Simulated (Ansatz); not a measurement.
# Si3H8O + H2: a complex and its separated parts

Aim: how far the complex at one end of a reaction step lies below its separated, relaxed parts, level by level.

The runs use Ansatz 0.2.0, Gaussian basis; PBE0-D4/def2-TZVP structures, single points in def2-TZVPP, no counterpoise correction.

Levels: SPW92, PBE-D4, BLYP-D4, r2SCAN-D4, B97M-V, PBE0-D4, B3LYP-D4, r2SCAN0-D4, BHLYP-D4, CAM-B3LYP-D4, wB97X-V, wB97M-V, B2PLYP, PBE-QIDH, RPA on PBE, Hartree-Fock, MP2, CCSD, CCSD(T).

Correlated methods freeze the cores. B3LYP uses VWN-RPA correlation. B2PLYP carries no dispersion term here.

94 further runs of the same task are left out: 94 set aside as unsound or not needed.

### Step 1. The system as given

The complex: 14 atoms, charge 0, spin multiplicity 1.

Atoms are counted from 1 here; the program's logs count them from 0.

Bond lengths: Si1–H3 1.488 Å, Si1–H4 1.488 Å, Si1–Si5 2.348 Å, Si1–O7 1.640 Å, H2–H6 0.747 Å, Si5–H9 1.489 Å, Si5–H10 1.488 Å, Si5–H11 1.488 Å, O7–Si8 1.634 Å, Si8–H12 1.484 Å, Si8–H13 1.484 Å, Si8–H14 1.488 Å. Angles: H3–Si1–H4 108.0°, H3–Si1–Si5 109.4°, H3–Si1–O7 108.5°, H4–Si1–Si5 110.0°, H4–Si1–O7 108.9°, Si5–Si1–O7 112.0°, Si1–Si5–H9 108.6°, Si1–Si5–H10 110.8°, Si1–Si5–H11 111.7°, H9–Si5–H10 108.6°, H9–Si5–H11 108.6°, H10–Si5–H11 108.5°, Si1–O7–Si8 145.0°, O7–Si8–H12 109.3°, O7–Si8–H13 109.4°, O7–Si8–H14 109.9°, H12–Si8–H13 109.5°, H12–Si8–H14 109.3° and more.

Coordinates:

```mol
H10OSi3
  3D, bonds by distance, orders not assigned

 14 12  0  0  0  0  0  0  0  0999 V2000
   -1.2726    0.7802    0.0108 Si  0  0
   -0.0320   -2.5105    0.7825 H   0  0
   -1.8690    2.0954   -0.3483 H   0  0
   -2.3782   -0.1319    0.4106 H   0  0
    0.2201    1.0629    1.8006 Si  0  0
   -0.5387   -2.6761    0.2597 H   0  0
   -0.5300    0.1659   -1.3164 O   0  0
    0.8754   -0.4157   -1.9144 Si  0  0
   -0.5155    1.6745    2.9418 H   0  0
    1.3393    1.9664    1.4173 H   0  0
    0.7940   -0.2352    2.2475 H   0  0
    1.3495    0.4709   -3.0063 H   0  0
    0.6548   -1.7828   -2.4471 H   0  0
    1.9027   -0.4639   -0.8384 H   0  0
  1  3  8  0
  1  4  8  0
  1  5  8  0
  1  7  8  0
  2  6  8  0
  5  9  8  0
  5 10  8  0
  5 11  8  0
  7  8  8  0
  8 12  8  0
  8 13  8  0
  8 14  8  0
M  END
```

Its parts: Si3H8O holds atoms 1, 3, 4, 5, 7, 8, 9, 10, 11, 12, 13, 14; H2 holds atoms 2, 6. Each part counts its atoms afresh in its own runs.

### Step 2. Relaxing Si3H8O alone

Contents of relax-a/in.yaml:

```yaml
crystal:
  periodic: [false, false, false]
  atoms:
    - {symbol: Si, position_ang: [-1.272588, 0.780194, 0.010813]}
    - {symbol: H, position_ang: [-1.869000, 2.095445, -0.348284]}
    - {symbol: H, position_ang: [-2.378179, -0.131883, 0.410632]}
    - {symbol: Si, position_ang: [0.220127, 1.062949, 1.800565]}
    - {symbol: O, position_ang: [-0.529980, 0.165859, -1.316385]}
    - {symbol: Si, position_ang: [0.875394, -0.415721, -1.914448]}
    - {symbol: H, position_ang: [-0.515474, 1.674468, 2.941784]}
    - {symbol: H, position_ang: [1.339260, 1.966386, 1.417317]}
    - {symbol: H, position_ang: [0.793962, -0.235189, 2.247498]}
    - {symbol: H, position_ang: [1.349527, 0.470910, -3.006298]}
    - {symbol: H, position_ang: [0.654806, -1.782788, -2.447127]}
    - {symbol: H, position_ang: [1.902739, -0.463882, -0.838413]}
basis:
  gaussian: {orbitals: def2-TZVP}
hamiltonian: {xc: pbe0, dispersion: d4}
relax: {f_tol: 0.005, max_steps: 200}
```

Launch:

```console
ansatz run in.yaml --threads 8 --pin off --events-out ev --progress --plain --max-ram 19148MiB
```

After this run come: Relaxing H2 alone; SPW92/def2-TZVPP; PBE-D4/def2-TZVPP; BLYP-D4/def2-TZVPP; r2SCAN-D4/def2-TZVPP; B97M-V/def2-TZVPP; PBE0-D4/def2-TZVPP; B3LYP-D4/def2-TZVPP; r2SCAN0-D4/def2-TZVPP; BHLYP-D4/def2-TZVPP; CAM-B3LYP-D4/def2-TZVPP; wB97X-V/def2-TZVPP; wB97M-V/def2-TZVPP; B2PLYP/def2-TZVPP; PBE-QIDH/def2-TZVPP; RPA on PBE/def2-TZVPP; CCSD(T)/def2-TZVPP; Vibrations of Si3H8O; Vibrations of H2.

Q: Predict the outcome of this session. Wanted: complex less parts, CCSD(T)/def2-TZVPP; with zero-point energy; largest T1 diagnostic.

The runs gave:

| quantity | value |
| --- | --- |
| complex less parts, CCSD(T)/def2-TZVPP | -0.0277 eV |
| with zero-point energy | +0.0120 eV |
| largest T1 diagnostic | 0.012 |

At CCSD(T) the complex lies 0.0277 eV below its parts. Among the functionals BLYP-D4 lands nearest to CCSD(T) (-0.0008 eV) and SPW92 farthest (-0.0503 eV). Mean unsigned error by rung: LDA 0.0503, GGA 0.0117, meta-GGA 0.0058, hybrid 0.0113, range-separated hybrid 0.0123, double hybrid 0.0193 eV. PBE-D4 gives a relative energy 0.0226 eV too low, an error of 82 % of the reference. No counterpoise was applied, and triple zeta lacks some correlation, so the CCSD(T) reference has a basis error of its own, and close matches with it are partly luck.
